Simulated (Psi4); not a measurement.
# CH4In (SMILES [CH3][InH]) at 5 levels

Aim: a comparison of 5 runs (UHF/3-21G, UBP86/3-21G, UPBE0/def2-SVPD, UOMP2/def2-SV(P), ROSOS-MP2/def2-TZVP) of CH4In. 

Program for the calculation: Psi4 1.11.

1 further run of the same task is left out (set aside as unsound or not needed).

## 1. The structure to begin with

CH4In has 6 atoms, charge 0, and is taken as a doublet. SMILES: `[CH3][InH]`. The shape is that of a PBE0-D4/def2-TZVP optimisation.

Bond lengths: C1–In2 2.189 Å, C1–H3 1.091 Å, C1–H4 1.091 Å, C1–H5 1.091 Å, In2–H6 1.769 Å. Angles: C1–In2–H6 120.5°, In2–C1–H3 109.9°, In2–C1–H4 109.5°, In2–C1–H5 109.5°, H3–C1–H4 109.7°, H3–C1–H5 109.7°, H4–C1–H5 108.4°.

## 2. The energy at UHF/3-21G (run 1)

input.json

```json
{
 "schema_name": "qcschema_input",
 "schema_version": 1,
 "molecule": {
  "schema_name": "qcschema_molecule",
  "schema_version": 2,
  "symbols": ["C", "In", "H", "H", "H", "H"],
  "geometry": [-0.36622892, -0.81617271, -1.09925369, 2.03844757, 1.21679465, 1.58434638, -2.35044135, -0.54896544, -0.60433441, 0.09826576, -2.82476261, -1.05578999, -0.02229877, -0.10828131, -3.00523146, 0.68219113, 2.96101186, 4.09314679],
  "molecular_charge": 0,
  "molecular_multiplicity": 2,
  "fix_symmetry": "c1"
 },
 "driver": "energy",
 "model": {
  "method": "hf",
  "basis": "3-21G"
 },
 "keywords": {
  "reference": "uhf",
  "puream": true,
  "e_convergence": 1e-09,
  "d_convergence": 1e-08,
  "scf_type": "pk",
  "maxiter": 200,
  "scf_properties": ["LOWDIN_CHARGES", "DIPOLE", "MAYER_INDICES"]
 }
}
```

Run with:

```bash
psi4 --qcschema input.json -n 1 --memory 1600MB
```

stdout:

```text
[...]
  Running in c1 symmetry.
[...]
  Nuclear repulsion =  124.907029455992969
[...]
  Multiplicity = 2
[...]
  Nalpha       = 30
  Nbeta        = 29
[...]
    Number of basis functions: 48
[...]
   @UHF iter   1: -5754.39009058498596   -3.77839e+00   1.18126e-02 ADIIS/DIIS
[...]
   @UHF iter  13: -5754.66730987287428   -3.63798e-12   6.26611e-09 DIIS
[...]
   @S^2 Observed:                7.539169793E-01
[...]
    Orbital Energies [Eh]
    ---------------------
    Alpha Occupied:
       1A   -991.681115     2A   -148.652023     3A   -138.082935
       4A   -138.082908     5A   -138.081927     6A    -29.536606
       7A    -25.077685     8A    -25.075867     9A    -25.072883
      10A    -17.478220    11A    -17.477720    12A    -17.475982
      13A    -17.474010    14A    -17.473723    15A    -11.139487
      16A     -4.984209    17A     -3.455685    18A     -3.451895
      19A     -3.446202    20A     -1.086956    21A     -1.083282
      22A     -1.079573    23A     -1.078934    24A     -1.074993
      25A     -0.907324    26A     -0.539752    27A     -0.535309
      28A     -0.505994    29A     -0.385884    30A     -0.260361
    Alpha Virtual:
[...]
  @UHF Final Energy: -5754.66730987287428
   => Energetics <=
    Nuclear Repulsion Energy =            124.9070294559929692
    One-Electron Energy =               -8196.0785289179966639
    Two-Electron Energy =                2316.5041895891290551
    Total Energy =                      -5754.6673098728742843
  UHF NO Occupations:
  HONO-2 :   28  A 1.9994189
  HONO-1 :   29  A 1.9987852
[...]
 Multipole Moments:
 ------------------------------------------------------------------------------------
     Multipole            Electronic (a.u.)      Nuclear  (a.u.)        Total (a.u.)
 ------------------------------------------------------------------------------------
 L = 1.  Multiply by 2.5417464519 to convert [e a0] to [Debye]
 Dipole X            :          6.8796582           -6.7454410            0.1342171
 Dipole Y            :          4.0269658           -4.1462699           -0.1193042
 Dipole Z            :          5.1883045           -5.3624245           -0.1741200
 Magnitude           :                                                    0.2501310
[...]
```

The result, in JSON:

```text
{
 "driver": "energy",
 "model": {
  "method": "hf",
  "basis": "3-21G"
 },
 "success": true,
 "return_result": -5754.667309872874,
 "properties": {
  "calcinfo_nbasis": 48,
  "calcinfo_nmo": 48,
  "calcinfo_nalpha": 30,
  "calcinfo_nbeta": 29,
  "calcinfo_natom": 6,
  "nuclear_repulsion_energy": 124.90702945599297,
  "return_energy": -5754.667309872874,
  "scf_one_electron_energy": -8196.078528917997,
  "scf_two_electron_energy": 2316.504189589129,
  "scf_dipole_moment": [0.13421712970526567, -0.11930416747621742, -0.17411999627654495],
  "scf_total_energy": -5754.667309872874,
  "scf_iterations": 13
 }
}
```

It took 1 s on 1 thread of AMD EPYC 9R45 (Zen 5), shared host; peak memory 0.19 GiB.

## 3. Energy and forces at UBP86/3-21G (run 2)

ch4in.inp

```
memory 1600 MB

molecule system {
  0 2
  C
  In 1 r2
  H 1 r3 2 a3
  H 1 r4 3 a4 2 d4
  H 1 r5 4 a5 3 d5
  H 2 r6 1 a6 4 d6

  r2 = 2.189357
  r3 = 1.091369
  a3 = 109.86892
  r4 = 1.091193
  a4 = 109.74679
  d4 = 120.4709
  r5 = 1.091203
  a5 = 108.43941
  d5 = -119.86876
  r6 = 1.769052
  a6 = 120.48755
  d6 = -120.66963
  symmetry c1
  no_reorient
  no_com
}

set reference uks
set puream true
set e_convergence 1e-09
set d_convergence 1e-08
set scf_type pk
set dft_radial_points 99
set dft_spherical_points 590
set maxiter 200

e_tot = gradient("bp86/3-21G")
```

Run with:

```bash
psi4 -i ch4in.inp -o ch4in.out -n 1
```

ch4in.out:

```text
[...]
  Running in c1 symmetry.
[...]
  Nuclear repulsion =  124.907043062959900
[...]
  Multiplicity = 2
[...]
  Nalpha       = 30
  Nbeta        = 29
[...]
    Number of basis functions: 48
[...]
   @UKS iter   1: -5757.55402487041920   -2.67613e+00   1.52976e-02 ADIIS/DIIS
[...]
   @UKS iter  12: -5757.94739525768455    0.00000e+00   3.72821e-09 DIIS
[...]
   @S^2 Observed:                7.506118406E-01
[...]
  @UKS Final Energy: -5757.94739525768455
   => Energetics <=
    Nuclear Repulsion Energy =            124.9070430629599002
    One-Electron Energy =               -8197.7773521350682131
    Two-Electron Energy =                2478.5056858548055061
    DFT Exchange-Correlation Energy =    -163.5827720403813430
    Empirical Dispersion Energy =           0.0000000000000000
    VV10 Nonlocal Energy =                  0.0000000000000000
    Total Energy =                      -5757.9473952576845477
[...]
 Multipole Moments:
 ------------------------------------------------------------------------------------
     Multipole            Electronic (a.u.)      Nuclear  (a.u.)        Total (a.u.)
 ------------------------------------------------------------------------------------
 L = 1.  Multiply by 2.5417464519 to convert [e a0] to [Debye]
 Dipole X            :         -0.0017833            0.0017411           -0.0000422
 Dipole Y            :         -1.6158476            1.5509451           -0.0649025
 Dipole Z            :          9.1203942           -9.4362418           -0.3158476
 Magnitude           :                                                    0.3224470
[...]
  -Total Gradient:
     Atom            X                  Y                   Z
    ------   -----------------  -----------------  -----------------
       1       -0.000001260133    -0.000807459891    -0.003832358305
       2        0.000010834354     0.009653484887    -0.000512413122
       3        0.000001548406    -0.007621389498     0.003332802169
       4        0.006520350184     0.004109881940     0.003210763751
       5       -0.006521618389     0.004110383992     0.003211017384
       6       -0.000009845884    -0.009444708440    -0.005410538423
[...]
```

Wall time 6 s (1 thread of AMD EPYC 9R45 (Zen 5), shared host); peak memory 0.55 GiB.

Runs 3 to 4 aren't shown in full; the table further down has their settings and results.

## 4. The energy at ROSOS-MP2/def2-TZVP (fitted SCF, core potential) (run 5)

calc.py

```python
import psi4

psi4.set_memory(1600000000)
psi4.set_num_threads(1)
psi4.set_output_file('output.dat', False)

geom = psi4.geometry("""
0 2
C     -0.36622892    -0.81617271    -1.09925369
In     2.03844757     1.21679465     1.58434638
H     -2.35044135    -0.54896544    -0.60433441
H      0.09826576    -2.82476261    -1.05578999
H     -0.02229877    -0.10828131    -3.00523146
H      0.68219113     2.96101186     4.09314679
units au
no_reorient
no_com
""")

options = {'basis': 'def2-TZVP', 'reference': 'rohf', 'scf_type': 'df', 'num_frozen_docc': 5, 'mp2_type': 'conv'}
psi4.set_options(options)

e_tot = psi4.energy('sos-mp2', molecule=geom)
print(f'sos-mp2 energy: {e_tot:.10f} Eh')
```

Run with:

```bash
python calc.py
```

output.dat:

```text
[...]
    !!!  WARNING: ECP capability is in beta. Please check occupations closely.  !!!
[...]
  Running in c1 symmetry.
[...]
  Nuclear repulsion =   59.789680305879301
[...]
  Multiplicity = 2
[...]
  Nalpha       = 16
  Nbeta        = 15
[...]
    Number of basis functions: 105
[...]
   @DF-ROHF iter   1:  -229.21463375983569   -1.24055e+00   3.84710e-03 DIIS
[...]
   @DF-ROHF iter  12:  -229.37699641220428   -1.64846e-12   4.75933e-09 DIIS
[...]
    Orbital Energies [Eh]
    ---------------------
    Doubly Occupied:
       1A    -11.205873     2A     -5.372016     3A     -3.632884
       4A     -3.625100     5A     -3.622275     6A     -1.021565
       7A     -1.015171     8A     -1.013377     9A     -1.012417
      10A     -1.006373    11A     -0.904734    12A     -0.545529
      13A     -0.542202    14A     -0.498488    15A     -0.374446
    Singly Occupied:
      16A     -0.112414
[...]
  @DF-ROHF Final Energy:  -229.37699641220428
   => Energetics <=
    Nuclear Repulsion Energy =             59.7896803058793012
    One-Electron Energy =                -507.2726704410010825
    Two-Electron Energy =                 218.1059937229175034
    Total Energy =                       -229.3769964122042779
[...]
 Multipole Moments:
 ------------------------------------------------------------------------------------
     Multipole            Electronic (a.u.)      Nuclear  (a.u.)        Total (a.u.)
 ------------------------------------------------------------------------------------
 L = 1.  Multiply by 2.5417464519 to convert [e a0] to [Debye]
 Dipole X            :        -38.9719907           39.0177422            0.0457515
 Dipole Y            :        -20.2794897           20.1346539           -0.1448358
 Dipole Z            :        -26.3078290           26.1035428           -0.2042862
 Magnitude           :                                                    0.2545653
[...]
	SCS-MP2 Total Energy (a.u.)        :  -229.80012837267063
	SOS-MP2 Total Energy (a.u.)        :  -229.78791363844951
	SCSN-MP2 Total Energy (a.u.)       :  -229.60401319293322
[...]
	SOS-PI-MP2 Total Energy (a.u.)     :  -229.81952265585301
[...]
	MP2 Total Energy (a.u.)            :  -229.82251455707132
[...]
```

Standard output:

```text
sos-mp2 energy: -229.7879136384 Eh
```

Wall time 10 s (1 thread of AMD EPYC 9R45 (Zen 5), shared host); peak memory 0.97 GiB.

## 5. All runs side by side

| run | level | task | integration grid | energy (Eh) | dipole moment (D) | HOMO energy (eV) | LUMO energy (eV) | wall time |
| --- | --- | --- | --- | --- | --- | --- | --- | --- |
| 1 | UHF/3-21G | energy | – | -5754.667310 | 0.64 | -7.08 | 0.71 | 1 s |
| 2 | UBP86/3-21G | gradient | 99 radial × 590 angular | -5757.947395 | 0.82 | -4.00 | -3.00 | 6 s |
| 3 | UPBE0/def2-SVPD (core potential) | energy | 99 radial × 590 angular | -230.507099 | 0.69 | -5.12 | -2.34 | 12 s |
| 4 | UOMP2/def2-SV(P) (core potential) | gradient | – | -229.533930 | – | -7.40 | 0.68 | 7.5 s |
| 5 | ROSOS-MP2/def2-TZVP (fitted SCF, core potential) | energy | – | -229.787914 | – | – | – | 10 s |

## 6. What came out

```
                                          quantity          value
                               run 5: total energy  -229.78791 Eh
run 5: correlation energy (5 core orbitals frozen)     -410.9 mEh
```

What this shows: Over runs 1, 2, 3 the dipole moment (its size) runs from 0.64 D (UHF/3-21G) to 0.82 D (UBP86/3-21G). Totals of different functionals can't be ranked against each other. Some runs of one species differ in core potentials or relativity; totals across that change don't compare. In runs 1, 2 relativity is left out where basis or elements ask for it. All runs together took 37 s, the longest 12 s.
